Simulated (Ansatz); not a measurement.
# CH4O2Sn: small, medium and large basis sets

Aim: see how fast density functionals converge with the basis set for CH4O2Sn.

Computed with Ansatz 0.2.0, Gaussian basis. Level: one geometry, several basis sets.

Plan: PBE0-D4/def2-SVP; ωB97M-V/def2-SVP; PBE0-D4/def2-QZVPP; ωB97M-V/def2-QZVPP; the functionals' def2-TZVPP values are taken from earlier runs.

### 1 The geometry

An earlier PBE0-D4 in a triple-zeta def2 set relaxation fixed the geometry. Sn takes the def2 core potential; no spin-orbit term is included.

SMILES `C[O][Sn][OH]`, 8 atoms, charge 0, spin multiplicity 1.

Atoms are counted from 1 here; the program's logs count them from 0.

Bond lengths: C1–O2 1.400 Å, C1–H5 1.099 Å, C1–H6 1.095 Å, C1–H7 1.099 Å, O2–Sn3 1.982 Å, Sn3–O4 1.980 Å, O4–H8 0.961 Å. Angles: O2–C1–H5 112.4°, O2–C1–H6 109.2°, O2–C1–H7 112.4°, H5–C1–H6 107.4°, H5–C1–H7 107.9°, H6–C1–H7 107.4°, C1–O2–Sn3 127.1°, O2–Sn3–O4 98.4°, Sn3–O4–H8 117.1°.

### 2 PBE0-D4 in def2-SVP

Contents of in.yaml:

```yaml
crystal:
  periodic: [false, false, false]
  atoms:
    - {symbol: C, position_ang: [-0.263844, 1.004904, 0.069148]}
    - {symbol: O, position_ang: [0.855506, 0.515852, 0.752198]}
    - {symbol: Sn, position_ang: [1.542431, -1.343233, 0.744649]}
    - {symbol: O, position_ang: [0.192378, -2.146485, -0.460991]}
    - {symbol: H, position_ang: [-1.194247, 0.509519, 0.380411]}
    - {symbol: H, position_ang: [-0.375927, 2.073071, 0.280651]}
    - {symbol: H, position_ang: [-0.171298, 0.894161, -1.020397]}
    - {symbol: H, position_ang: [-0.492800, -1.564889, -0.801471]}
basis:
  gaussian: {orbitals: def2-SVP}
hamiltonian: {xc: pbe0, dispersion: d4}
output: {orbitals: {seedname: orbitals}}
```

Command:

```bash
> ansatz run in.yaml --threads 2 --pin off --events-out ev --progress --plain --max-ram 32768MiB --backend cpu
```

The runs that follow: ωB97M-V in def2-SVP; PBE0-D4 in def2-QZVPP; ωB97M-V in def2-QZVPP.

Before running them: what should the planned runs give, taken together? Wanted: PBE0-D4: double and triple zeta above quadruple; ωB97M-V: double and triple zeta above quadruple.

**Answer**, as computed:

| quantity | value |
| --- | --- |
| PBE0-D4: double and triple zeta above quadruple | 7.15, 0.37 eV |
| ωB97M-V: double and triple zeta above quadruple | 7.36, 0.37 eV |

**Reading.** For PBE0-D4 the step from double to triple zeta gains 6.77 eV and the next only 0.37 eV. Total energies overstate the basis error of differences, where much of it tends to cancel.
